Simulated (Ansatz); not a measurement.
# CH₉AlBNSi: one species, many methods

An exercise on one series of results from a longer session: the logs are not shown, and one member is left open.

Method: functionals in def2-TZVPP, the program's frozen cores in correlated methods; program: Ansatz 0.2.0, Gaussian basis.

Levels to be run: PBE-D4, r2SCAN-D4, PBE0-D4, B3LYP-D4, ωB97X-V, ωB97M-V, B2PLYP; CCSD(T)/def2-TZVPP; MP2/def2-QZVPP; extrapolation to the limit.

**The relaxed structure**

An earlier PBE0-D4 in a triple-zeta def2 set relaxation fixed the geometry.

SMILES `BC[SiH2][NH][AlH2]`, 14 atoms, charge 0, spin multiplicity 1.

Atoms are counted from 1 here; the program's logs count them from 0.

Bond lengths: B1–C2 1.531 Å, B1–H6 1.198 Å, B1–H7 1.199 Å, C2–Si3 1.895 Å, C2–H8 1.094 Å, C2–H9 1.096 Å, Si3–N4 1.726 Å, Si3–H10 1.489 Å, Si3–H11 1.485 Å, N4–Al5 1.783 Å, N4–H12 1.013 Å, Al5–H13 1.580 Å, Al5–H14 1.583 Å. Angles: C2–B1–H6 120.7°, C2–B1–H7 120.9°, H6–B1–H7 118.3°, B1–C2–Si3 109.3°, B1–C2–H8 114.7°, B1–C2–H9 114.1°, Si3–C2–H8 103.9°, Si3–C2–H9 103.3°, H8–C2–H9 110.4°, C2–Si3–N4 111.4°, C2–Si3–H10 108.0°, C2–Si3–H11 110.5°, N4–Si3–H10 111.1°, N4–Si3–H11 106.6°, H10–Si3–H11 109.3°, Si3–N4–Al5 129.2°, Si3–N4–H12 114.6°, Al5–N4–H12 116.2° and more.

The first run:

in.yaml

```yaml
crystal:
  periodic: [false, false, false]
  atoms:
    - {symbol: B, position_ang: [-1.359113, 2.133442, 0.998229]}
    - {symbol: C, position_ang: [-1.141553, 0.624947, 0.849616]}
    - {symbol: Si, position_ang: [0.586189, 0.307702, 0.138501]}
    - {symbol: N, position_ang: [0.844522, -1.371167, -0.166325]}
    - {symbol: Al, position_ang: [1.138887, -2.203525, -1.715699]}
    - {symbol: H, position_ang: [-1.835987, 2.773853, 0.104600]}
    - {symbol: H, position_ang: [-0.997336, 2.712940, 1.983016]}
    - {symbol: H, position_ang: [-1.812726, 0.134376, 0.137972]}
    - {symbol: H, position_ang: [-1.127608, 0.079023, 1.799736]}
    - {symbol: H, position_ang: [1.586705, 0.836750, 1.105820]}
    - {symbol: H, position_ang: [0.747469, 1.004038, -1.163703]}
    - {symbol: H, position_ang: [0.843972, -1.954967, 0.661122]}
    - {symbol: H, position_ang: [1.139923, -1.338320, -3.037786]}
    - {symbol: H, position_ang: [1.373758, -3.768491, -1.666401]}
basis:
  gaussian: {orbitals: def2-TZVPP}
hamiltonian: {xc: pbe, dispersion: d4}
output: {forces: true, orbitals: {seedname: orbitals}}
```

On the command line:

```bash
$ ansatz run in.yaml --threads 4 --pin off --events-out ev --progress --plain --max-ram 10444MiB
```

Steps of the session up to this table: PBE-D4 (GGA); r2SCAN-D4 (meta-GGA); PBE0-D4 (hybrid); B3LYP-D4 (hybrid); ωB97X-V (range-separated); ωB97M-V (range-separated); B2PLYP (double hybrid); CCSD(T) in def2-TZVPP; MP2 in def2-QZVPP.

One of the session's tables, all rows but one given; the rest of the session is left out.

| method | atomisation energy (kJ/mol) |
| --- | --- |
| PBE-D4 | 4713.1 |
| r2SCAN-D4 | 4712.1 |
| PBE0-D4 | 4680.6 |
| B3LYP-D4 | 4720.5 |
| ωB97X-V | 4734.3 |
| ωB97M-V | 4728.6 |
| B2PLYP | 4660.4 |
| HF/def2-TZVPP | ? |
| MP2/def2-TZVPP | 4614.5 |
| CCSD/def2-TZVPP | 4538.7 |
| CCSD(T)/def2-TZVPP | 4587.8 |
| MP2/CBS | 4731.0 |
| CCSD(T)/CBS | 4704.3 |

**Question.** Estimate the row for HF/def2-TZVPP.

**Answer.** atomisation energy (kJ/mol): 3565.2. In the column «atomisation energy (kJ/mol)» it is the lowest.

To keep in mind: Free atoms (1 B, 1 C, 1 Si, 1 N, 1 Al, 9 H) were run apart at each level; the atomisation energy is their sum less the molecule, without zero-point or spin-orbit terms.
